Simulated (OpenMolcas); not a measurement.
**Cr²⁺ among point charges: CASSCF levels and susceptibility**

Aim: the splitting of the states of Cr²⁺ in the field of 3 point charges, its lowest levels with spin-orbit coupling and its magnetic susceptibility.

Method: state-averaged CASSCF, spin-orbit coupling by RASSI with atomic mean-field integrals. Code: OpenMolcas 26.06.

1 further run of the same task is left out (set aside as unsound or not needed).

**1. The atom as given**

| Quantity | Value |
| --- | --- |
| Species | Cr²⁺ (chromium, Z = 24, 22 electrons) |
| Basis | ANO-RCC-VDZP [5s4p2d1f], 34 functions |
| Scalar Hamiltonian | DKH2, point nucleus |
| Inactive shells | 1s 2s 2p 3s 3p |
| Active space | 4 electrons in 5 orbitals (3d) |
| Some configurations of this space | 3d⁴ |
| Orbitals | optimised for each spin and parity, averaged over all roots |

Outer shells as boxes (Hund's rule):

3d4
```
3d [↑ ][↑ ][↑ ][↑ ][  ]
```

The ion sits among 3 point charges of -2 e arranged as a planar triangle (D3h), 1.76 Å from the ion.

Each step is its own input file, run in one work folder so that later steps find the files of earlier ones. Labels, J, g values, rates, χT and fits are worked out afterwards by a script from the matrices that RASSI stores.

**2. GATEWAY and SEWARD: basis and integrals**

a.inp reads:

```
&GATEWAY
Coord
1

Cr 0.0 0.0 0.0
Basis=ANO-RCC-VDZP
Group=NoSym
NoMove
AngMom=0.0 0.0 0.0
AMFI
XField
3 Angstrom 0
1.760000 0.000000 0.000000 -2.000000
-0.880000 1.524205 0.000000 -2.000000
-0.880000 -1.524205 0.000000 -2.000000
&SEWARD
```

Command:

```console
> OMP_NUM_THREADS=1 MOLCAS_MEM=1689 MOLCAS_PROJECT=a pymolcas a.inp > a.log
```

**3. CASSCF: quintets, 5 roots**

a.inp reads:

```
&RASSCF
FileOrb=start.orb
Symmetry=1
Spin=5
nActEl=4 0 0
Inactive=9
Ras2=5
CIRoot=5 5 1
SDav=5
CIMx=300
Iter=120 100
PrWF=0.3
OrbListing=Nothing
MaxOrb=0
>>> COPY $Project.JobIph JOB001
```

start.orb holds the contracted functions of the basis, ordered by shell, or the orbitals of the step before.

**4. CASSCF: triplets, 45 roots**

a.inp reads:

```
&RASSCF
FileOrb=start.orb
Symmetry=1
Spin=3
nActEl=4 0 0
Inactive=9
Ras2=5
CIRoot=45 45 1
SDav=45
CIMx=300
Iter=120 100
PrWF=0.3
OrbListing=Nothing
MaxOrb=0
>>> COPY $Project.JobIph JOB002
```

**5. CASSCF: singlets, 50 roots**

a.inp reads:

```
&RASSCF
FileOrb=start.orb
Symmetry=1
Spin=1
nActEl=4 0 0
Inactive=9
Ras2=5
CIRoot=50 50 1
SDav=50
CIMx=300
Iter=120 100
PrWF=0.3
OrbListing=Nothing
MaxOrb=0
>>> COPY $Project.JobIph JOB003
```

**6. RASSI: spin-orbit coupling between the states**

a.inp reads:

```
&RASSI
NrOfJobIphs=3 5 45 50
1 2 3 4 5
1 2 3 4 5 6 7 8 9 10 11 12 13 14 15 16 17 18 19 20 21 22 23 24 25 26 27
28 29 30 31 32 33 34 35 36 37 38 39 40 41 42 43 44 45
1 2 3 4 5 6 7 8 9 10 11 12 13 14 15 16 17 18 19 20 21 22 23 24 25 26 27
28 29 30 31 32 33 34 35 36 37 38 39 40 41 42 43 44 45 46 47 48 49 50
IphNames
JOB001
JOB002
JOB003
EJob
SpinOrbit
DIPRint=1.0
SOCoupling=1000.0
Subsets=2
Property=9
'ANGMOM' 1 'ANGMOM' 2 'ANGMOM' 3 'MLTPL  1' 1 'MLTPL  1' 2 'MLTPL  1' 3
'AMFI' 1 'AMFI' 2 'AMFI' 3
SOProperty=3
'ANGMOM' 1 'ANGMOM' 2 'ANGMOM' 3
```

What does the calculation give? Wanted: spin-free ground state; first state of the same spin within the active space; lowest level; next level.

The runs gave:

```
                                            quantity                           value
                                              method                          CASSCF
                              spin-free ground state  5E, 2-fold in its orbital part
first state of the same spin within the active space                5E at 14800 cm⁻¹
                                        lowest level    2-fold, g = 0.00, 0.00, 4.13
                                          next level                      131.2 cm⁻¹
                                         χT at 300 K                  2.36 cm³ K/mol
                           effective moment at 300 K                         4.35 μB
```

The spin-free ground state (5E) comes to 100 % from free-ion D terms and keeps the highest spin of the shell. χT at 300 K is 2.36, against 3.01 cm³ K/mol for the spin alone, so spin-orbit coupling lowers it. An active space of the d shell alone favours high spin; real ions in strong fields can be low spin. The field of point charges can differ much from that of real complexes. With metal d orbitals alone active, the gaps between spin states are rough; where two lie within a few thousand cm-1, their order is open. Point charges carry no covalency, so the field is a model and not that of real ligands.
